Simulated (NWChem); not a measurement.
**the pair Si2H4O···CHNO, step by step**

Wanted: the energy (singlet CH5NO2Si2, MP2/cc-pVDZ), then the energy (singlet Si2H4O, MP2/cc-pVDZ), then a single-point energy (singlet CHNO, MP2/cc-pVDZ), then the energy (singlet Si2H4O, MP2/cc-pVDZ), then a single-point energy (singlet CHNO, MP2/cc-pVDZ) of CH5NO2Si2 and its partners. 

The results are computed with NWChem 7.3.0.

## Step 1: The molecule

CH5NO2Si2 has 11 atoms, charge 0, and is taken as a singlet. The two molecules were placed rigidly side by side, at 0.9 times their contact distance; the pair isn't optimised.

Bond lengths: Si1–O2 1.645 Å, O2–Si3 1.652 Å, N8–C9 1.208 Å, C9–O10 1.161 Å, Si1–H4 1.549 Å, Si3–H5 1.486 Å, Si3–H6 1.483 Å, Si3–H7 1.483 Å, N8–H11 1.004 Å. Angles: Si1–O2–Si3 142.3°, N8–C9–O10 173.0°, O2–Si1–H4 97.6°, O2–Si3–H5 109.8°, O2–Si3–H6 108.5°, O2–Si3–H7 108.5°, C9–N8–H11 125.4°, H5–Si3–H6 110.1°, H5–Si3–H7 110.1°, H6–Si3–H7 109.7°.

## Step 2: The energy at MP2/cc-pVDZ (run 1)

calc.nw

```
start calc
title "CH5NO2Si2"
memory 2200 mb

geometry units atomic noautosym nocenter noautoz
  Si    -3.21378163    -2.76499057    -0.42265615
  O     -0.71386294    -1.50359839     0.92906495
  Si     1.36596963     0.80224543     0.61026815
  H     -3.37894369    -0.94518432    -2.70979167
  H      0.82739769     2.25261023    -1.73261429
  H      1.18361106     2.48221196     2.84638108
  H      3.92957209    -0.32327545     0.47931013
  N      7.52012732     2.81775173    -6.58754748
  C      5.54955871     3.64305182    -5.78188164
  O      3.55602993     4.19269756    -5.05065212
  H      9.13489829     3.79993688    -6.75898343
end

basis spherical bse
  * library cc-pVDZ
end

scf
  thresh 1e-08
  maxiter 80
  print low
end

mp2
  freeze core 14
  tight
end

task mp2 energy
```

Run with:

```bash
$ nwchem calc.nw > calc.out
```

The log of the run (excerpt; [...] marks lines left out):

```text
[...]
  functions       =   117
[...]
  wavefunction    = RHF
[...]
         Total SCF energy =   -822.852236438699
      One-electron energy =  -1716.131209773529
      Two-electron energy =    602.158288568937
 Nuclear repulsion energy =    291.120684765893
        Time for solution =     63.1s
[...]
          Total MP2 energy          -823.685494793017
[...]
```

It took 74 s on 1 thread of Intel Xeon 6975P-C (Granite Rapids), shared host; peak memory 0.46 GiB.

## Step 3: Si2H4O: a single-point energy at MP2/cc-pVDZ (run 2)

h4osi2.nw

```
echo
start h4osi2
title "H4OSi2 mp2"
memory stack 880 mb heap 220 mb global 1100 mb

geometry units atomic noautosym nocenter noautoz
  Si -3.21378163 -2.76499057 -0.42265615
  O  -0.71386294 -1.50359839  0.92906495
  Si  1.36596963  0.80224543  0.61026815
  H  -3.37894369 -0.94518432 -2.70979167
  H   0.82739769  2.25261023 -1.73261429
  H   1.18361106  2.48221196  2.84638108
  H   3.92957209 -0.32327545  0.47931013
end

basis spherical bse
  Si library cc-pVDZ
  O library cc-pVDZ
  H library cc-pVDZ
end

scf
  thresh 1e-08
  maxiter 80
  print low
end

mp2
  freeze core 11
  tight
end

task mp2 energy
```

Run with:

```bash
$ nwchem h4osi2.nw > h4osi2.out
```

The log of the run (excerpt; [...] marks lines left out):

```text
[...]
  functions       =    70
[...]
  wavefunction    = RHF
[...]
         Total SCF energy =   -655.074921644476
      One-electron energy =  -1188.061907490222
      Two-electron energy =    392.133894010313
 Nuclear repulsion energy =    140.853091835434
        Time for solution =     25.7s
[...]
          Total MP2 energy          -655.441550724047
[...]
```

Wall time 31 s (1 thread of Intel Xeon 6975P-C (Granite Rapids), shared host); peak memory 0.14 GiB.

## Step 4: CHNO: the energy at MP2/cc-pVDZ (run 3)

chno.nw

```
START chno
memory total 2200 mb
charge 0

GEOMETRY units bohr noautosym nocenter noautoz
  N   7.52012732  2.81775173 -6.58754748
  C   5.54955871  3.64305182 -5.78188164
  O   3.55602993  4.19269756 -5.05065212
  H   9.13489829  3.79993688 -6.75898343
END

BASIS spherical bse
  N library cc-pVDZ
  C library cc-pVDZ
  O library cc-pVDZ
  H library cc-pVDZ
END

SCF
  thresh 1e-08
  maxiter 80
  noprint "final vectors analysis"
END

MP2
  freeze core 3
  tight
END

TASK mp2 energy
```

Run with:

```bash
$ nwchem chno.nw > chno.out
```

The log of the run (excerpt; [...] marks lines left out):

```text
[...]
  functions       =    47
[...]
  wavefunction    = RHF
[...]
         Total SCF energy =   -167.778998597199
      One-electron energy =   -346.280084619800
      Two-electron energy =    119.020378606074
 Nuclear repulsion energy =     59.480707416527
        Time for solution =      3.2s
[...]
          Total MP2 energy          -168.243639931735
[...]
```

It took 4.5 s on 1 thread of Intel Xeon 6975P-C (Granite Rapids), shared host; peak memory 0.11 GiB.

## Step 5: Si2H4O among ghost functions: the energy at MP2/cc-pVDZ (with ghost functions) (run 4)

h4osi2.nw

```
start h4osi2
memory 2200 mb

geometry units angstroms noautosym nocenter noautoz
 Si   -1.700660   -1.463170   -0.223660
 O    -0.377760   -0.795670    0.491640
 Si    0.722840    0.424530    0.322940
 H    -1.788060   -0.500170   -1.433960
 H     0.437840    1.192030   -0.916860
 H     0.626340    1.313530    1.506240
 H     2.079440   -0.171070    0.253640
 bqN      3.979480     1.491090    -3.485980
 bqC      2.936700     1.927820    -3.059640
 bqO      1.881770     2.218680    -2.672690
 bqH      4.833980     2.010840    -3.576700
end

basis spherical bse
 Si library cc-pVDZ
 O library cc-pVDZ
 H library cc-pVDZ
 bqN library N cc-pVDZ
 bqC library C cc-pVDZ
 bqO library O cc-pVDZ
 bqH library H cc-pVDZ
end

scf
 thresh 1e-08
 maxiter 80
 print low
end

mp2
 freeze core 11
 tight
end

task mp2 energy
```

Run with:

```bash
$ nwchem h4osi2.nw > h4osi2.out
```

The log of the run (excerpt; [...] marks lines left out):

```text
[...]
  functions       =   117
[...]
  wavefunction    = RHF
[...]
         Total SCF energy =   -655.074990258780
      One-electron energy =  -1188.059981410463
      Two-electron energy =    392.131889256965
 Nuclear repulsion energy =    140.853101894717
        Time for solution =     51.0s
[...]
          Total MP2 energy          -655.441747182764
[...]
```

It took 61 s on 1 thread of Intel Xeon 6975P-C (Granite Rapids), shared host; peak memory 0.31 GiB.

## Step 6: CHNO among ghost functions: a single-point energy at MP2/cc-pVDZ (with ghost functions) (run 5)

chno.nw

```
start chno
title "CHNO energy"
memory total 2200 mb

geometry units angstroms noautosym nocenter noautoz
N      3.979480     1.491090    -3.485980
C      2.936700     1.927820    -3.059640
O      1.881770     2.218680    -2.672690
H      4.833980     2.010840    -3.576700
bqSi    -1.700660    -1.463170    -0.223660
bqO     -0.377760    -0.795670     0.491640
bqSi     0.722840     0.424530     0.322940
bqH     -1.788060    -0.500170    -1.433960
bqH      0.437840     1.192030    -0.916860
bqH      0.626340     1.313530     1.506240
bqH      2.079440    -0.171070     0.253640
end

basis spherical bse
N library cc-pVDZ
C library cc-pVDZ
O library cc-pVDZ
H library cc-pVDZ
bqSi library Si cc-pVDZ
bqO library O cc-pVDZ
bqH library H cc-pVDZ
end

scf
thresh 1e-08
maxiter 80
noprint "final vectors analysis"
end

mp2
freeze core 3
tight
end

task mp2 energy
```

Run with:

```bash
$ nwchem chno.nw > chno.out
```

The log of the run (excerpt; [...] marks lines left out):

```text
[...]
  functions       =   117
[...]
  wavefunction    = RHF
[...]
         Total SCF energy =   -167.779917268602
      One-electron energy =   -346.257354561080
      Two-electron energy =    118.996725601090
 Nuclear repulsion energy =     59.480711691388
        Time for solution =     46.1s
[...]
          Total MP2 energy          -168.245110471308
[...]
```

It took 56 s on 1 thread of Intel Xeon 6975P-C (Granite Rapids), shared host; peak memory 0.3 GiB.

## Step 7: Summary of results

```
                                                                                                                  quantity          value
                                                                                          run 1, MP2/cc-pVDZ: total energy  -823.68549 Eh
                                                          run 1, MP2/cc-pVDZ: correlation energy (14 core orbitals frozen)     -833.3 mEh
                                                                                                      Si2H4O: total energy  -655.44155 Eh
                                                                      Si2H4O: correlation energy (11 core orbitals frozen)     -366.6 mEh
                                                                                                        CHNO: total energy  -168.24364 Eh
                                                                         CHNO: correlation energy (3 core orbitals frozen)     -464.6 mEh
                                                                                Si2H4O among ghost functions: total energy  -655.44175 Eh
                                                Si2H4O among ghost functions: correlation energy (11 core orbitals frozen)     -366.8 mEh
                                                                                  CHNO among ghost functions: total energy  -168.24511 Eh
                                                   CHNO among ghost functions: correlation energy (3 core orbitals frozen)     -465.2 mEh
              interaction energy of the rigid parts Si2H4O and CHNO (parts in their own basis; closest atoms 2.49 Å apart)      -0.008 eV
interaction energy of the rigid parts Si2H4O and CHNO (parts in the whole basis, counterpoise; closest atoms 2.49 Å apart)       0.037 eV
```

The interaction energy of the rigid parts Si2H4O and CHNO (parts in their own basis; closest atoms 2.49 Å apart) is −0.01 eV (−0.2 kcal/mol). Without counterpoise this holds the superposition error of the basis. The interaction energy of the rigid parts Si2H4O and CHNO (parts in the whole basis, counterpoise; closest atoms 2.49 Å apart) is 0.04 eV (0.9 kcal/mol): the parts repel at this shape. The basis-set superposition error is 4.4 kJ/mol. It is larger than the uncorrected attraction, which is thus an artefact of the basis. Mulliken charges (CHNO) run from -0.35 on N1 to +0.44 on C2; they depend strongly on the basis.
